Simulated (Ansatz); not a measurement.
This was printed by a script on Ansatz's Python interface, for a single point in a Gaussian basis of C₂H₈OSi₂, SMILES C=C([SiH3])O[SiH3]. What did the script look like? Settings: RPA, 6-31G* basis, multiplicity 1.

```xyz
13

C    -1.1222   -0.5615    1.3836
C    -0.4381   -0.4623    0.2479
Si    1.0067   -1.5883   -0.0491
O    -0.7771    0.3758   -0.8001
Si   -0.1585    1.8670   -1.0189
H    -2.0552    0.1197    1.4849
H    -0.9026   -1.1764    2.2025
H     1.3038   -1.7676   -1.4972
H     0.8077   -2.8891    0.6558
H     2.2527   -0.9702    0.5865
H    -0.4205    2.7182    0.2167
H     1.3237    1.7409   -1.1888
H    -0.8000    2.5590   -2.2090
```

Output of `python energy_c2h8osi2.py`:
```text
converged              True
free_energy_ev         -19966.31040473217
reference_energy_ev    -19947.689231482233
n_frozen               13
n_occupied             [15, 15]
n_virtual              [71, 71]
correlation energy -18.62117 eV
HOMO -9.960 eV, LUMO 3.642 eV, gap 13.602 eV
```

The script that was run (others could print the same):

Script `energy_c2h8osi2.py`:
```python
"""Single point of C2H8OSi2 in a Gaussian basis."""

from pathlib import Path
import argparse

import ansatz
from ase import Atoms

parser = argparse.ArgumentParser(description="Single point of C2H8OSi2 in a Gaussian basis.")
parser.add_argument("--basis-set", default="6-31G*", help="Gaussian basis set")
parser.add_argument("--level", default="RPA", help="wavefunction method")
args = parser.parse_args()


def main() -> None:
    atoms = Atoms(["C", "C", "Si", "O", "Si", "H", "H", "H", "H", "H", "H", "H", "H"], positions=[
        (-1.1222, -0.5615, 1.3836),
        (-0.4381, -0.4623, 0.2479),
        (1.0067, -1.5883, -0.0491),
        (-0.7771, 0.3758, -0.8001),
        (-0.1585, 1.867, -1.0189),
        (-2.0552, 0.1197, 1.4849),
        (-0.9026, -1.1764, 2.2025),
        (1.3038, -1.7676, -1.4972),
        (0.8077, -2.8891, 0.6558),
        (2.2527, -0.9702, 0.5865),
        (-0.4205, 2.7182, 0.2167),
        (1.3237, 1.7409, -1.1888),
        (-0.8, 2.559, -2.209),
    ])
    c2h8osi2 = ansatz.Crystal.molecule_from_ase(atoms)

    job = (
        c2h8osi2.calculation()
        .basis(gaussian=args.basis_set)
        .correlation(args.level)
        .orbitals()
    )
    done = job.run(threads=1, runs_dir="out")
    summary = done.report

    for key in ("converged", "free_energy_ev", "reference_energy_ev", "n_frozen", "n_occupied", "n_virtual"):
        print(f"{key:22s} {summary[key]}")

    print("correlation energy", round(summary["free_energy_ev"] - summary["reference_energy_ev"], 5), "eV")
    cluster = summary["correlation"].get("coupled_cluster")
    if cluster:
        print("cycles", cluster["cycles"], " T1 diagnostic", round(cluster["t1_diagnostic"], 4), " largest double", round(cluster["largest_double"], 4))

    lines = Path(summary["orbitals_path"]).read_text().splitlines()
    field_of = lambda key: [line.split("=")[1].strip() for line in lines if line.startswith(key)]
    orbitals = [(27.211386 * float(e), s, float(n)) for e, s, n in zip(field_of("Ene="), field_of("Spin="), field_of("Occup="))]
    homo = max(e for e, _, n in orbitals if n > 0.5)
    lumo = min(e for e, _, n in orbitals if n < 0.5)
    print(f"HOMO {homo:.3f} eV, LUMO {lumo:.3f} eV, gap {lumo - homo:.3f} eV")


if __name__ == "__main__":
    main()
```

Total energies depend on the basis set; only differences at equal settings carry meaning. The geometry is a force-field or estimated start, not a minimum of this method, and the basis set is short of its limit. Levels such as HOMO and LUMO are orbital energies: in Hartree-Fock the gap is too wide and the LUMO hangs on the basis. Inner cores stay frozen, so this is valence correlation. Timing: 2.5 s on 1 thread of Arm Neoverse V2, with other jobs on the host, peak memory 0.25 GiB.
